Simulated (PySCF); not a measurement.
# Bi(BH4)3: other functionals and bases at one geometry

One table from this session's results is given with a row withheld; the runs are named, their logs left out.

The runs use PySCF 2.14.0; several levels, as the steps say, no spin–orbit coupling.

4 further runs of the same task are left out: 2 for a known fault of the program, 1 that didn't finish, 1 set aside as unsound or not needed.

### Starting geometry

16 atoms, charge 0, spin multiplicity 1.

Bond lengths: Bi1–B2 2.518 Å, Bi1–H5 2.078 Å, Bi1–B7 2.518 Å, Bi1–H10 2.078 Å, Bi1–B12 2.518 Å, Bi1–H15 2.078 Å, B2–H3 1.216 Å, B2–H4 1.221 Å, B2–H5 1.309 Å, B2–H6 1.238 Å, B7–H8 1.216 Å, B7–H9 1.221 Å, B7–H10 1.309 Å, B7–H11 1.238 Å, B12–H13 1.216 Å, B12–H14 1.221 Å, B12–H15 1.309 Å, B12–H16 1.238 Å. Angles: B2–Bi1–H5 31.3°, B2–Bi1–B7 112.7°, B2–Bi1–H10 89.8°, B2–Bi1–B12 112.7°, B2–Bi1–H15 105.9°, H5–Bi1–B7 105.9°, H5–Bi1–H10 75.4°, H5–Bi1–B12 89.8°, H5–Bi1–H15 75.4°, B7–Bi1–H10 31.3°, B7–Bi1–B12 112.7°, B7–Bi1–H15 89.8°, H10–Bi1–B12 105.9°, H10–Bi1–H15 75.4°, B12–Bi1–H15 31.3°, Bi1–B2–H3 147.8°, Bi1–B2–H4 87.5°, Bi1–B2–H5 55.5° and more.

As a file:

```xyz
16
B3BiH12
Bi    0.00000    0.00000    0.64483
B     2.42066    0.00830   -0.04779
H     3.23328    0.12198   -0.94509
H     2.60167   -0.88291    0.76712
H     1.42753   -0.34125   -0.82626
H     2.18159    1.10803    0.46827
B    -1.21752    2.09221   -0.04779
H    -1.72228    2.73911   -0.94509
H    -0.53621    2.69457    0.76712
H    -0.41823    1.40690   -0.82626
H    -2.05037    1.33530    0.46827
B    -1.20315   -2.10050   -0.04779
H    -1.51100   -2.86109   -0.94509
H    -2.06546   -1.81166    0.76712
H    -1.00929   -1.06565   -0.82626
H    -0.13121   -2.44332    0.46827
```

Formal oxidation states: Bi +3. An earlier session relaxed this geometry at TPSS, Bi def2-SVP with ECP60, B def2-SVP, H def2-SVP (singlet, point group C3).

At TPSS on the finer grid: E = -296.216428 Eh, HOMO -7.78 eV, LUMO -3.18 eV, Mulliken charge on Bi1 +0.67 e, largest force component 0.038 eV/Å. 

Levels to run: HF; BLYP; PBE0; revPBE; TPSS, x2c-SVP. Hardware: 2 threads of Arm Neoverse V2, shared host.

The first run:

Contents of run.py (the lines that set the calculation):

```python
mol = gto.M(atom='''
Bi     0.00000     0.00000     0.64483
B      2.42066     0.00830    -0.04779
H      3.23328     0.12198    -0.94509
H      2.60167    -0.88291     0.76712
H      1.42753    -0.34125    -0.82626
H      2.18159     1.10803     0.46827
B     -1.21752     2.09221    -0.04779
H     -1.72228     2.73911    -0.94509
H     -0.53621     2.69457     0.76712
H     -0.41823     1.40690    -0.82626
H     -2.05037     1.33530     0.46827
B     -1.20315    -2.10050    -0.04779
H     -1.51100    -2.86109    -0.94509
H     -2.06546    -1.81166     0.76712
H     -1.00929    -1.06565    -0.82626
H     -0.13121    -2.44332     0.46827''',
    basis={'Bi': 'def2-SVP', 'B': 'def2-SVP', 'H': 'def2-SVP'},
    ecp={'Bi': 'def2-SVP'},
    charge=0, spin=0)
mf = scf.RHF(mol)
mf = mf.density_fit()  # fitting sets: Bi def2-universal-JKFIT, B def2-universal-JKFIT, H def2-universal-JKFIT
mf.conv_tol = 1e-08; mf.max_cycle = 55
mf.kernel(dm0)  # dm0: the density of the relaxed state
```

The run is started by

```
> OMP_NUM_THREADS=2 python run.py
```

Steps of the session up to this table: HF; BLYP; PBE0; revPBE; TPSS, x2c-SVP.

One table of the session follows, with a row left open; its other results are not shown here.

```
              level  HOMO (eV)  gap (eV)  charge on Bi1 (e)  dipole (D)  largest force component (eV/Å)
TPSS (relaxed here)      -7.78      4.60               0.67        1.71                            0.04
                 HF          ?         ?                  ?           ?                               ?
               BLYP      -7.43      4.29               0.63        1.64                            0.38
               PBE0      -8.73      6.13               0.69        1.68                            0.27
             revPBE      -7.52      4.34               0.63        1.60                            0.30
      TPSS, x2c-SVP      -7.79      4.63               0.63        1.68                            1.04
```

Estimate the missing values for HF.

As computed: HOMO (eV): -11.56; gap (eV): 11.91; charge on Bi1 (e): 1.01; dipole (D): 2.20; largest force component (eV/Å): 0.91. In the column «HOMO (eV)» it is the lowest.

In one basis the HOMO–LUMO gap runs from 4.29 eV (BLYP) to 11.91 eV (HF). The largest leftover force, 1.04 eV/Å with TPSS, x2c-SVP, stands at a geometry relaxed at another level. Total energies of different levels can't be compared.
